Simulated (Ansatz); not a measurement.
# GdAl: how the settings move a single-point run

Question: which choices in the input matter for GdAl?

Computed with Ansatz 0.2.0 (reference: DFT, LDA, PAW with Ansatz's default frozen-core files, scalar-relativistic, unless a step's input says otherwise).

**1. Starting point**

The structure is cubic, space group Pm-3m (No. 221). The conventional cell has a = 3.628 Å, b = 3.628 Å, c = 3.628 Å, α = 90.00°, β = 90.00°, γ = 90.00°. Around Gd (site symmetry m-3m) lie 8 Al at 3.14 Å. Al (site symmetry m-3m) is surrounded by 8 Gd at 3.14 Å.

Coordinates:

```cif
data_structure
_symmetry_space_group_name_H-M 'P 1'
_symmetry_Int_Tables_number 1
_cell_length_a 3.6280
_cell_length_b 3.6280
_cell_length_c 3.6280
_cell_angle_alpha 90.000
_cell_angle_beta 90.000
_cell_angle_gamma 90.000
_cell_volume 47.75
loop_
_atom_site_label
_atom_site_type_symbol
_atom_site_fract_x
_atom_site_fract_y
_atom_site_fract_z
_atom_site_occupancy
Gd1 Gd 0.00000 0.00000 0.00000 1
Al1 Al 0.50000 0.50000 0.50000 1
```

**2. The reference run**

The input, input.yaml:

```yaml
crystal:
  lattice:
    - [3.62796413, 0.0, 0.0]
    - [0.0, 3.62796413, 0.0]
    - [0.0, 0.0, 3.62796413]
  atoms:
    - { symbol: Gd, position: [0.0, 0.0, 0.0], spin: 7.0, spin_axis: [1.0, 0.0, 0.0] }
    - { symbol: Al, position: [0.5, 0.5, 0.5] }
magnetization:
  noncollinear: true
  spin_spiral: { q: [0.0, 0.3, 0.0] }
kpoints:
  mp_grid: { grid: [10, 10, 10], shift: [0.0, 0.5, 0.0] }
scf:
  occupations: { method: fermi_dirac, width: 0.05 }
hamiltonian:
  xc: lda
  pseudopotentials: { kind: paw }
output:
  eigenvalues: false
```

Launch:

```bash
$ ansatz run input.yaml --threads 2 --pin off --max-ram 5120MiB --backend cpu --events-out ev --progress --plain --runs-dir out
```

**3. Changed: starting moments, lock_directions true**

input.yaml: that of step 2 with these lines changed.

```diff
@@ -6,3 +6,3 @@
   atoms:
-    - { symbol: Gd, position: [0.0, 0.0, 0.0], spin: 7.0, spin_axis: [1.0, 0.0, 0.0] }
+    - { symbol: Gd, position: [0.0, 0.0, 0.0], spin: 7.0, spin_axis: [0.5, 0.0, 0.8660254] }
     - { symbol: Al, position: [0.5, 0.5, 0.5] }
@@ -11,2 +11,3 @@
   spin_spiral: { q: [0.0, 0.3, 0.0] }
+  spin_locking: { lock_directions: true }
 kpoints:
```

**Question.** What will these runs give? Wanted: for each run, ending; energy change; abs. moment.

The runs gave:

| run | ending | energy change | abs. moment (μB) | cycles | time |
| --- | --- | --- | --- | --- | --- |
| reference | converged | 0 | 7.22 | 17 | 60 s |
| 1: starting moments, lock_directions true | converged | +3.5 meV/atom | 7.15 | 24 | 13 min |

Residual by cycle in the longest SCF loop of each run; runs are numbered as in the table. The quantity is the density residual dr2, in eV.

| cycle | reference | run 1 |
| --- | --- | --- |
| 1 | 1.51 | 1.49 |
| 3 | 0.785 | 154 |
| 5 | 0.103 | 0.0779 |
| 7 | 1.51 | 0.00791 |
| 9 | 0.0663 | 0.0303 |
| 11 | 6.6e-5 | 0.0154 |
| 12 | 1.5e-4 | 0.0274 |
| 14 | 2.2e-7 | 4.1e-4 |
| 16 | - | 5.5e-5 |
| 18 | - | 9.9e-7 |
| 20 | - | 3.3e-9 |
| 22 | - | 1.3e-9 |

Changing the constraint on the moments moves the energy by +3.5 meV/atom, and the absolute moment goes from 7.22 to 7.15 μB. The order is imposed by the input, not reached freely. Cost: 24 SCF cycles against 17, 13 min against 60 s.
